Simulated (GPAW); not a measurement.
# CH3GaO (Ga(CO)H3) at 5 levels

Aim: a comparison of 5 runs (LDA (PW92)/real-space grid, PBE/real-space grid, r2SCAN/plane waves, LDA (PW92)/sz(dzp), PBE/dzp) of CH3GaO (Ga(CO)H3). Input form: an ASE script.

The calculation is run with GPAW 26.7.0.

3 further runs of the same task are left out: 1 for a known fault of the program, 1 that didn't finish, 1 set aside as unsound or not needed.

## (1) The structure to begin with

The species is CH3GaO (6 atoms), meant as a singlet with charge 0. SMILES: `[H][Ga]([H])([H])<-[C-]#[O+]`. The shape comes from GFN1-xTB, which is rough for such elements, and wasn't checked as a minimum.

Bond lengths: Ga1–C2 2.133 Å, C2–O3 1.121 Å, Ga1–H4 1.545 Å, Ga1–H5 1.543 Å, Ga1–H6 1.545 Å. Angles: Ga1–C2–O3 177.0°, C2–Ga1–H4 96.0°, C2–Ga1–H5 97.5°, C2–Ga1–H6 95.7°, H4–Ga1–H5 118.8°, H4–Ga1–H6 118.7°, H5–Ga1–H6 118.9°.

## (2) The charge distribution at LDA (PW92)/real-space grid (scalar-relativistic datasets) (run 1)

Contents of calc.py:

```python
import numpy as np
from ase import Atoms
from ase.units import Bohr, Debye
from gpaw import GPAW

positions_bohr = np.array(
              [[ -0.026040,   0.012888,  -1.533985],
               [  0.021770,   0.036774,   2.496914],
               [  0.080540,  -0.057920,   4.612632],
               [  2.873121,   0.013455,  -1.871793],
               [ -1.483889,   2.508763,  -1.914122],
               [ -1.465520,  -2.513959,  -1.789646]])
atoms = Atoms(['Ga', 'C', 'O', 'H', 'H', 'H'], positions=positions_bohr * Bohr)
atoms.center(vacuum=4.5)

gpaw_calc = GPAW(mode='fd', h=0.2, xc='LDA', maxiter=100, txt='-')
atoms.calc = gpaw_calc

energy = atoms.get_potential_energy()
print(f'Energy = {energy:.5f} eV')
forces = atoms.get_forces()
print('Forces (eV/Ang)')
for symbol, f in zip(atoms.symbols, forces):
    print(f'{symbol:2} {f[0]:9.4f} {f[1]:9.4f} {f[2]:9.4f}')
dipole = atoms.get_dipole_moment() / Debye
print(f'Dipole                  {np.linalg.norm(dipole):.3f} D')
homo, lumo = gpaw_calc.get_homo_lumo()
print(f'HOMO                    {homo:.3f} eV')
print(f'LUMO                    {lumo:.3f} eV')
print(f'Gap                     {lumo - homo:.3f} eV')
```

Command:

```console
$ python3 calc.py
```

The program printed:

```text
[...]
Number of symmetries: 1
[...]
  Number of IBZ points: 1
[...]
Spin-components: 1 (collinear spins)
Bands:           14
[...]
  Valence electrons: 16.0
[...]
  Grid points: [56 60 64]
  Charge: 0.0  # |e|
[...]
    cutoffs:
[...]
occupation numbers:
  # Zero width
[...]
xc functional:
  name: None
[...]
|iter     |     time |      energy | eigst |  dens |
[...]
|iter:   1| 00:00:04 |  -30.627868 | +1.24 |       |
[...]
|iter:  12| 00:00:20 |  -28.756976c| -7.55c| -5.35c|
Converged in 12 steps
[...]
Energy contributions relative to reference atoms: (reference = -55891.153584)
Energy contributions:
  Kinetic:          52.571838
  Coulomb:         -55.439249
  Zero:              0.726379
  External:          0.000000
  Xc:              -26.615944
  Entropy:           0.000000
  Spinorbit:         0.000000
  ----------------------------
  Free energy:     -28.756976
  Extrapolated:    -28.756976
dipole moment: (0.003286, 0.002655, 0.347036)  # |e|*Ang
Fermi level: -5.299
Eigenvalues  # (at kpt = [0.000, 0.000, 0.000])
| band index |      eig [eV] | occ [0-2] |
|------------|---------------|-----------|
|          0 |       -30.301 |     2.000 |
|          1 |       -15.215 |     2.000 |
|          2 |       -13.118 |     2.000 |
|          3 |       -13.111 |     2.000 |
|          4 |       -12.989 |     2.000 |
|          5 |        -9.521 |     2.000 |
|          6 |        -7.334 |     2.000 |
|          7 |        -7.324 |     2.000 |
|          8 |        -3.274 |     0.000 |
|          9 |        -3.264 |     0.000 |
|         10 |        -0.549 |     0.000 |
|         11 |        -0.415 |     0.000 |
[...]
Gap: 4.049 eV
Transition (v -> c):
[...]
Forces (eV/Ang)
Ga   -0.0019    0.0188    0.2666
C    -0.0257   -0.0473   -0.9467
O    -0.0271   -0.0244    0.7450
H     0.6208   -0.0027   -0.0255
H    -0.3159    0.5308   -0.0423
H    -0.3101   -0.5322   -0.0092
Dipole                  1.667 D
HOMO                    -7.324 eV
LUMO                    -3.274 eV
Gap                     4.049 eV
```

It took 21 s on 1 thread of AMD EPYC 7R13 (Zen 3), shared host; peak memory 0.55 GiB.

## (3) Energy and one-electron properties at PBE/real-space grid (scalar-relativistic datasets) (run 2)

Contents of run.xyz:

```xyz
6

Ga    -0.013780     0.006820    -0.811750
C      0.011520     0.019460     1.321310
O      0.042620    -0.030650     2.440900
H      1.520390     0.007120    -0.990510
H     -0.785240     1.327580    -1.012910
H     -0.775520    -1.330330    -0.947040
```

Contents of run.py:

```python
import numpy as np
from ase.io import read
from ase.units import Debye
from gpaw import GPAW

# Geometry
system = read('run.xyz')
system.center(vacuum=4.5)

# Ground state
dft = GPAW(mode='fd', h=0.25, xc='PBE', maxiter=100, symmetry='off', txt='run.txt')
system.calc = dft

energy = system.get_potential_energy()
print(f'Energy = {energy:.5f} eV')
forces = system.get_forces()
print('Forces (eV/Ang)')
for symbol, f in zip(system.symbols, forces):
    print(f'{symbol:2} {f[0]:9.4f} {f[1]:9.4f} {f[2]:9.4f}')
dipole = system.get_dipole_moment() / Debye
print(f'Dipole: {np.linalg.norm(dipole):.3f} D')
homo, lumo = dft.get_homo_lumo()
print(f'HOMO = {homo:.3f} eV')
print(f'LUMO                    {lumo:.3f} eV')
print(f'Gap                     {lumo - homo:.3f} eV')
```

Command:

```console
$ OMP_NUM_THREADS=1 python run.py
```

The program printed:

```text
Energy = -27.29957 eV
Forces (eV/Ang)
Ga    0.0012    0.0140   -0.1388
C     0.8056   -0.3377   -3.5286
O     0.1237    0.1181    2.3853
H     0.6761    0.0949   -0.5975
H    -0.2795    0.5978   -0.8496
H     0.0189   -0.6021    0.6828
Dipole: 1.807 D
HOMO = -7.233 eV
LUMO                    -3.115 eV
Gap                     4.119 eV
```

run.txt:

```text
__  _  _
 | _ |_)|_||  |
 |__||  | ||/\| - 26.7.0

units:  Angstrom and eV
cores:  1
OpenMP: False

Versions:
  Python: 3.12.14
  ASE:    3.29.0
  Numpy:  2.5.5
  Scipy:  1.18.1
  Libxc:  7.0.0

        _gpaw.cpython-312-x86_64-linux-gnu.so

Input parameters:
  mode=FD(),
  h=0.25,
  maxiter=100,
  symmetry=Symmetry(point_group=False, time_reversal=False),
  xc=XC(name='PBE')

Diagonalizing LCAO Hamiltonian
Converting LCAO to fd mode
        .---------------------------.
       /|                           |
      / |                           |
     /  |                           |
    /   |                           |
   /    |                           |
  /     |                           |
 *      |                           |
 |      |                           |
 |      |         O                 |
 |      |         C                 |
 |      |                           |
 |      |       H                   |
 |      |         Ga H              |
[... 41 lines left out ...]
|   |                                coordinates |     weight |
[... 126 lines left out ...]
Reference energy: -55990.622432  # eV
[... 3 lines left out ...]
  Converge bands: occupied
[... 12 lines left out ...]
  Fourier metric: weight=20.0, sigma=0.015
[... 15 lines left out ...]
convergence criteria:
- Maximum [total energy] change in last 3 cyles: 0.0005 eV / valence electron
[... 13 lines left out ...]
Converged in 14 steps
[... 12 lines left out ...]
  Free energy:     -27.299571
  Extrapolated:    -27.299571

dipole moment: (0.003095, 0.003166, 0.376157)  # |e|*Ang

Fermi level: -5.174
Eigenvalues  # (at kpt = [0.000, 0.000, 0.000])
| band index |      eig [eV] | occ [0-2] |
|------------|---------------|-----------|
|          0 |       -30.275 |     2.000 |
|          1 |       -15.228 |     2.000 |
|          2 |       -12.932 |     2.000 |
[... 10 lines of this table left out ...]
|         13 |         0.882 |     0.000 |

Gap: 4.119 eV
Transition (v -> c):
  (s=0, k=0, n=7, [0.00, 0.00, 0.00]) -> (s=0, k=0, n=8, [0.00, 0.00, 0.00])
No difference between direct/indirect transitions
vacuum-level: 0.000  # V

Forces  # eV/Ang
|        x |        y |        z |
|----------|----------|----------|
|  0.00118 |  0.01397 | -0.13878 |  # Ga   0
|  0.80563 | -0.33767 | -3.52856 |  # C    1
|  0.12375 |  0.11806 |  2.38527 |  # O    2
|  0.67607 |  0.09495 | -0.59754 |  # H    3
| -0.27951 |  0.59783 | -0.84962 |  # H    4
|  0.01892 | -0.60210 |  0.68284 |  # H    5

Force computation time: 0.052  # s

timing:  # [seconds]
  Total:  13.867  # ━━━━━━━━━━━━━━━━━━━━━━━━━━━━━━━━━━━━━━━━━━━━━━━━━━━━━━━━━
  Init:    1.541  # ━━━━━━╸
  SCF:    12.219  # ━━━━━━━━━━━━━━━━━━━━━━━━━━━━━━━━━━━━━━━━━━━━━━━━━━
  Forces:  0.053  #

Max RSS: 326.277  # MiB
```

It took 15 s on 1 thread of AMD EPYC 7R13 (Zen 3), shared host; peak memory 0.32 GiB.

Runs 3 to 4 aren't shown in full; the table further down has their settings and results.

## (4) The charge distribution at PBE/dzp (scalar-relativistic datasets) (run 5)

Contents of ch3gao.xyz:

```xyz
6

Ga    -0.013780     0.006820    -0.811750
C      0.011520     0.019460     1.321310
O      0.042620    -0.030650     2.440900
H      1.520390     0.007120    -0.990510
H     -0.785240     1.327580    -1.012910
H     -0.775520    -1.330330    -0.947040
```

Contents of calc.py:

```python
import numpy as np
from ase.io import read
from ase.units import Debye
from gpaw import GPAW

# Geometry
molecule = read("ch3gao.xyz")
molecule.center(vacuum=4.5)

# Ground state
calc = GPAW(mode="lcao",
            basis="dzp",
            h=0.22,
            xc="PBE",
            symmetry="off",
            maxiter=100,
            txt="-")
molecule.calc = calc

energy = molecule.get_potential_energy()
print(f"Energy: {energy:.5f} eV")
forces = molecule.get_forces()
print("Forces (eV/Ang)")
for symbol, f in zip(molecule.symbols, forces):
    print(f'{symbol:2} {f[0]:9.4f} {f[1]:9.4f} {f[2]:9.4f}')
dipole = molecule.get_dipole_moment() / Debye
print(f"Dipole = {np.linalg.norm(dipole):.3f} D")
homo, lumo = calc.get_homo_lumo()
print(f"HOMO = {homo:.3f} eV")
print(f"LUMO                    {lumo:.3f} eV")
print(f"Gap = {lumo - homo:.3f} eV")
```

Command:

```console
$ OMP_NUM_THREADS=1 python calc.py
```

The program printed:

```text
[...]
Number of symmetries: 1
[...]
  Number of IBZ points: 1
[...]
basis functions: 54
Spin-components: 1 (collinear spins)
Bands:           14
[...]
  Valence electrons: 16.0
[...]
  Grid points: [52 52 56]
  Charge: 0.0  # |e|
[...]
    cutoffs:
[...]
occupation numbers:
  # Zero width
[...]
xc functional:
  name: PBE with 2 nearest neighbor stencil
[...]
|iter     |     time |      energy | eigst |  dens |
[...]
|iter:   1| 00:00:05 |  -26.148664 |      c|       |
[...]
|iter:   9| 00:00:11 |  -24.923105c|      c| -4.20c|
Converged in 9 steps
[...]
Energy contributions relative to reference atoms: (reference = -55990.622432)
Energy contributions:
  Kinetic:          44.653680
  Coulomb:         -45.634234
  Zero:              0.695648
  External:          0.000000
  Xc:              -24.638198
  Entropy:           0.000000
  Spinorbit:         0.000000
  ----------------------------
  Free energy:     -24.923105
  Extrapolated:    -24.923105
dipole moment: (0.005406, 0.002218, 0.478082)  # |e|*Ang
Fermi level: -4.992
Eigenvalues  # (at kpt = [0.000, 0.000, 0.000])
| band index |      eig [eV] | occ [0-2] |
|------------|---------------|-----------|
|          0 |       -30.590 |     2.000 |
|          1 |       -15.185 |     2.000 |
|          2 |       -12.834 |     2.000 |
|          3 |       -12.827 |     2.000 |
|          4 |       -12.712 |     2.000 |
|          5 |        -9.292 |     2.000 |
|          6 |        -7.123 |     2.000 |
|          7 |        -7.114 |     2.000 |
|          8 |        -2.870 |     0.000 |
|          9 |        -2.859 |     0.000 |
|         10 |         0.118 |     0.000 |
|         11 |         1.653 |     0.000 |
[...]
Gap: 4.244 eV
Transition (v -> c):
[...]
Forces (eV/Ang)
Ga   -0.0020    0.0236   -0.0977
C    -0.0958    0.1589   -3.5387
O     0.1004   -0.4205    3.8394
H     1.0264    0.0302   -0.1676
H    -0.5138    0.8576   -0.1465
H    -0.5145   -0.8967   -0.0723
Dipole = 2.296 D
HOMO = -7.114 eV
LUMO                    -2.870 eV
Gap = 4.244 eV
```

Wall time 12 s (1 thread of AMD EPYC 7R13 (Zen 3), shared host); peak memory 0.42 GiB.

## (5) Overview of the runs

```
run                                                      level  grid spacing  symmetry   energy (Eh)  dipole moment (D)  HOMO energy (eV)  LUMO energy (eV)  wall time
  1  LDA (PW92)/real-space grid (scalar-relativistic datasets)           0.2        on  -2055.018809               1.67             -7.32             -3.27       21 s
  2         PBE/real-space grid (scalar-relativistic datasets)          0.25       off  -2058.620663               1.81             -7.23             -3.11       15 s
  3          r2SCAN/plane waves (scalar-relativistic datasets)             –       off  -2058.933506               1.86             -7.53             -2.89       55 s
  4          LDA (PW92)/sz(dzp) (scalar-relativistic datasets)          0.25       off  -2054.686755               1.52             -8.69             -5.35      6.4 s
  5                     PBE/dzp (scalar-relativistic datasets)          0.22       off  -2058.533330               2.30             -7.11             -2.87       12 s
```

## (6) What came out

| quantity | value |
| --- | --- |
| run 5, PBE/dzp: energy as printed (from the program's reference atoms) | -24.9231 eV |
| run 5, PBE/dzp: dipole moment | 2.30 D |
| run 5, PBE/dzp: HOMO energy | -7.11 eV |
| run 5, PBE/dzp: LUMO energy | -2.87 eV |
| run 5, PBE/dzp: HOMO–LUMO gap | 4.24 eV |

In words: The dipole moment (its size) runs from 1.52 D (LDA (PW92)/sz(dzp)) to 2.30 D (PBE/dzp). The two ends differ in method and basis. The HOMO–LUMO gap runs from 3.34 eV (LDA (PW92)/sz(dzp)) to 4.64 eV (r2SCAN/plane waves). Totals of different functionals can't be ranked against each other. All runs together took 1.8 min, the longest 55 s.
